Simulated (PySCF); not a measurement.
# C4H7FSi: the cost of one run

Computed with PySCF 2.14.0, with density-fitted response routines of our own, on a single molecule in the gas phase. Atoms are numbered from 0 throughout.

## 1. The molecule as given

13 atoms, charge 0, multiplicity 1; geometry from: GFN2-xTB. The atoms were then displaced at random by about 0.01 Å, so the start is not that level's minimum.

Bonds of the start (Å): F0–C1 1.37, C1–C2 1.34, C2–C3 1.42, C3–C4 1.57, C4–Si5 1.89, Si5–C3 1.94, C1–H6 1.09, C2–H7 1.07, C3–H8 1.10, C4–H9 1.09, C4–H10 1.06, Si5–H11 1.44, Si5–H12 1.46.

## 2. Relaxing the molecule at PBE0-D3(BJ)/def2-SVP

The job: settings as JSON, then the geometry in Å.

```
{"job": {"xc": "PBE0", "basis": "def2-SVP", "d3": "d3bj", "grid": 1, "shake": 0.01, "kind": "geom"}, "charge": 0, "multiplicity": 1}
F      3.343930    -0.312220    -0.819110
C      2.271270    -0.206270     0.027180
C      1.006270    -0.217200    -0.415020
C     -0.106090    -0.079510     0.450190
C     -1.457610    -0.751230     0.002020
Si    -1.549960     1.132630    -0.019570
H      2.607460    -0.118140     1.056350
H      0.863440    -0.301600    -1.473620
H      0.092570    -0.172850     1.527220
H     -1.967280    -1.313690     0.788820
H     -1.411710    -1.298330    -0.907840
H     -1.445700     1.799920    -1.292000
H     -2.240770     1.821610     1.065080
```

Run with:

```sh
$ OMP_NUM_THREADS=1 python probes_run.py task.json out
```

One launch serves the whole session: the jobs run in the order shown.

**Question.** How long does this first job take on 1 thread of Arm Neoverse V2, shared host, and how much memory does it need?

About 51 s, with a peak of 0.51 GiB.
